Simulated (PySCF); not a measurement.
# A diatomic session: TlCl

The task here is to estimate one member of a computed series from the others.

Method: Tl def2-SVPD with ECP60, Cl def2-SVPD, scalar-relativistic core potentials; program: PySCF 2.14.0.

The first run:

The job is set up so:

```
atoms                         : Tl, Cl
charge                        : 0
basis                         : Tl def2-SVPD with ECP60, Cl def2-SVPD
Hamiltonian                   : scalar-relativistic core potentials
basis functions               : 59
electrons treated             : 38
masses in u                   : 204.9744, 34.9689
levels                        : PBE0, PBE, r²SCAN, PW91, M06, MN15, HF, MP2, SCS-MP2, CCSD, CCSD(T)
grid                          : 80 radial by 434 angular points
occupations                   : held fixed by the projection of orbital angular momentum
dissociation limit            : Tl + Cl, each in its ground configuration
starting distance in angstrom : 2.400
values of 2S to try           : 0, 2
```

Among the steps run: Input; First curve: PBE0; Excited determinants; PBE (GGA); r²SCAN; PW91 (GGA); M06; MN15; RHF (mean field); Adding correlation.

One table of the session follows, with a row left open; its other results are not shown here.

It belongs to the step «The curves together». Energy (eV) from each level's lowest point:

```
R (Å)    RHF  RHF-MP2  RHF-SCS-MP2  RHF-CCSD  RHF-CCSD(T)
2.203  0.952    0.896        0.933       n/a          n/a
2.306  0.437    0.398        0.424     0.422        0.426
2.408      ?        ?            ?         ?            ?
2.485  0.042    0.030        0.037     0.036        0.037
2.562  0.000    0.000        0.000     0.000        0.000
2.639  0.009    0.021        0.014     0.014        0.014
2.741  0.076    0.104        0.089     0.090        0.089
2.869  0.218    0.266        0.242     0.244        0.242
3.023  0.434    0.507        0.473     0.476        0.475
3.228  0.752    0.855        0.811       n/a          n/a
```

**Question.** Estimate the row for R (Å) = 2.408.

Worked estimate for «RHF». A straight line through the neighbours (2.306, 0.437) and (2.485, 0.042) gives 0.437 + (0.042 − 0.437) × (2.408 − 2.306) / (2.485 − 2.306) = 0.212; a parabola fitted to 4 rows on both sides gives 0.141.

The run gave: RHF: 0.150; RHF-MP2: 0.127; RHF-SCS-MP2: 0.141; RHF-CCSD: 0.140; RHF-CCSD(T): 0.142. In «RHF» the line misses by +0.062 and the parabola by -0.009.

State 2 has its PBE0 minimum 4.15 eV higher. The other levels ran on the lowest alone.
